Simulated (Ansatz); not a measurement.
The first iterations of a band of a periodic cell of 21 atoms, H₄WC₁₆ (surface C(111), underside capped with H, adsorbate W).

All numbers below come from Ansatz, DFT PBE, scalar-relativistic, plane waves, PAW. Settings: PAW set soft_1, cutoff 420 eV, k mesh 3x3x1, gaussian smearing 0.02 eV, no spin polarisation.

```
movable images  : 4
climbing image  : from the first iteration
spring          : 5.0 eV/Å²
optimiser       : quadratic models (default)
start path      : default
force threshold : 0.05 eV/Å
iteration limit : 50
end points      : relaxed
atoms held      : 1 to 12
```

First end point:

```xyz
21
Lattice="5.0487 0.0000 0.0000 2.5244 4.3723 0.0000 0.0000 0.0000 14.6764" Properties=species:S:1:pos:R:3
H 1.262 0.729 1.000
H 3.787 0.729 1.000
H 2.524 2.915 1.000
H 5.049 2.915 1.000
C 1.262 0.729 2.100
C 3.787 0.729 2.100
C 2.524 2.915 2.100
C 5.049 2.915 2.100
C 0.000 1.457 2.615
C 2.524 1.457 2.615
C 1.262 3.644 2.615
C 3.787 3.644 2.615
C -0.017 1.464 4.231
C 2.542 1.464 4.231
C 1.262 3.644 4.097
C 3.787 3.643 4.228
C -0.014 0.000 4.679
C 2.539 0.000 4.679
C 1.262 2.174 4.672
C 3.787 2.203 4.670
W 6.311 3.570 6.195
```

Last end point:

Only the atoms that move by more than 0.05 Å are listed.
```
C13 0.024 1.471 4.165
C14 2.500 1.471 4.164
C15 1.262 3.615 4.164
C16 3.787 3.644 4.301
C19 1.262 2.186 4.595
W21 6.310 5.100 6.146
```

| iteration | highest image above the first end (eV) | largest band force component (eV/Å) |
| --- | --- | --- |
| 1 | 0.532 | 2.268 |
| 2 | 0.289 | 1.066 |

Question: Does the band converge within its limit, and where does its top end?

Answer: It converged. It ended after 5 iterations with the highest image 0.245 eV above the first end. The order of the stationary point at the top wasn't checked. Limits of this set-up: thin slab, slab without dipole correction.

The run took 4.6 min on 1 thread of Arm Neoverse V1, with other jobs on the host, peak memory 0.65 GiB.
